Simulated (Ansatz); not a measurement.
# C3H6AlNO: how energies converge with the basis set

One table from this session's results is given with a row withheld; the runs are named, their logs left out.

Computed with Ansatz 0.2.0, Gaussian basis. Level: one geometry, several basis sets.

The runs, in order: PBE0-D4/def2-SVP; ωB97M-V/def2-SVP; PBE0-D4/def2-QZVPP; ωB97M-V/def2-QZVPP; the functionals' def2-TZVPP values are taken from earlier runs.

## The relaxed structure

All runs share one geometry, relaxed beforehand with PBE0-D4 in a triple-zeta def2 set.

SMILES `[CH3][Al]([CH3])[N]=C=O`, 12 atoms, charge 0, spin multiplicity 1.

Atoms are counted from 1 here; the program's logs count them from 0.

Bond lengths: C1–Al2 1.942 Å, C1–H7 1.095 Å, C1–H8 1.095 Å, C1–H9 1.092 Å, Al2–C3 1.942 Å, Al2–N4 1.784 Å, C3–H10 1.095 Å, C3–H11 1.092 Å, C3–H12 1.095 Å, N4–C5 1.194 Å, C5–O6 1.168 Å. Angles: Al2–C1–H7 110.6°, Al2–C1–H8 110.9°, Al2–C1–H9 113.0°, H7–C1–H8 106.3°, H7–C1–H9 107.8°, H8–C1–H9 108.0°, C1–Al2–C3 127.3°, C1–Al2–N4 116.4°, C3–Al2–N4 116.4°, Al2–C3–H10 110.7°, Al2–C3–H11 113.0°, Al2–C3–H12 110.8°, H10–C3–H11 107.9°, H10–C3–H12 106.3°, H11–C3–H12 107.9°, Al2–N4–C5 180.0°, N4–C5–O6 180.0°.

Geometry (Å):

```
C    -0.4993   -1.9000   -0.2801
Al    0.0692   -0.0634   -0.0081
C     1.8883    0.6159    0.0001
N    -1.2248    1.1350    0.2605
C    -2.0904    1.9373    0.4410
O    -2.9374    2.7224    0.6175
H    -1.1114   -1.9841   -1.1842
H    -1.1270   -2.2409    0.5492
H     0.3378   -2.5950   -0.3783
H     2.1212    1.0877    0.9603
H     2.6343   -0.1612   -0.1815
H     2.0165    1.3909   -0.7624
```

The first run:

Input file in.yaml:

```yaml
crystal:
  periodic: [false, false, false]
  atoms:
    - {symbol: C, position_ang: [-0.499275, -1.899989, -0.280100]}
    - {symbol: Al, position_ang: [0.069239, -0.063368, -0.008057]}
    - {symbol: C, position_ang: [1.888268, 0.615947, 0.000104]}
    - {symbol: N, position_ang: [-1.224837, 1.134979, 0.260514]}
    - {symbol: C, position_ang: [-2.090412, 1.937350, 0.440964]}
    - {symbol: O, position_ang: [-2.937445, 2.722397, 0.617502]}
    - {symbol: H, position_ang: [-1.111387, -1.984060, -1.184208]}
    - {symbol: H, position_ang: [-1.127001, -2.240873, 0.549229]}
    - {symbol: H, position_ang: [0.337803, -2.595035, -0.378338]}
    - {symbol: H, position_ang: [2.121189, 1.087662, 0.960287]}
    - {symbol: H, position_ang: [2.634297, -0.161152, -0.181476]}
    - {symbol: H, position_ang: [2.016460, 1.390941, -0.762419]}
basis:
  gaussian: {orbitals: def2-SVP}
hamiltonian: {xc: pbe0, dispersion: d4}
output: {orbitals: {seedname: orbitals}}
```

Steps of the session up to this table: PBE0-D4 in def2-SVP; ωB97M-V in def2-SVP; PBE0-D4 in def2-QZVPP; ωB97M-V in def2-QZVPP.

One table of the session follows, with a row left open; its other results are not shown here.

It belongs to the step «Functionals by basis». 

| functional | basis | HOMO (eV) |
| --- | --- | --- |
| PBE0-D4 | def2-SVP | -7.72 |
| PBE0-D4 | def2-TZVPP | -7.81 |
| PBE0-D4 | def2-QZVPP | -7.83 |
| ωB97M-V | def2-SVP | -9.89 |
| ωB97M-V | def2-TZVPP | -10.01 |
| ωB97M-V | def2-QZVPP | ? |

Q: Estimate the row for ωB97M-V, def2-QZVPP from the others.

The run gave: HOMO (eV): -10.02. In the column «HOMO (eV)» it is the lowest.
